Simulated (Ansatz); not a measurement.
# BBi: the cost of one run

Computed with Ansatz 0.2.0 (the levels named in each step, unless a step's input says otherwise).

**1. The starting structure**

Bond lengths: B1–Bi2 2.085 Å.

As a file:

```xyz
2

B     0.0000    0.0000    0.0000
Bi    0.0000    0.0000    2.0847
```

**2. A rough first relaxation, PBE-D4/def2-SVPD**

input.yaml

```yaml
crystal:
  periodic: [false, false, false]
  atoms:
    - { symbol: B, position_ang: [0.0, 0.0, 0.0] }
    - { symbol: Bi, position_ang: [0.0, 0.0, 2.0847] }
magnetization:
  spin_polarized: true
  initial_magnetization: 3
total_charge: -1
basis:
  gaussian: { orbitals: def2-SVPD }
hamiltonian:
  xc: pbe
  dispersion: d4
relax:
  f_tol: 0.03
  max_steps: 200
```

Launch:

```sh
ansatz run input.yaml --threads 2 --pin off --max-ram 5120MiB --backend cpu --events-out ev --progress --plain --runs-dir out
```

Q: Estimate wall time and peak memory on 2 threads of Intel Xeon at 2.50GHz (Skylake/Cascade Lake), shared host.

About 60 s, with a peak of 0.12 GiB.
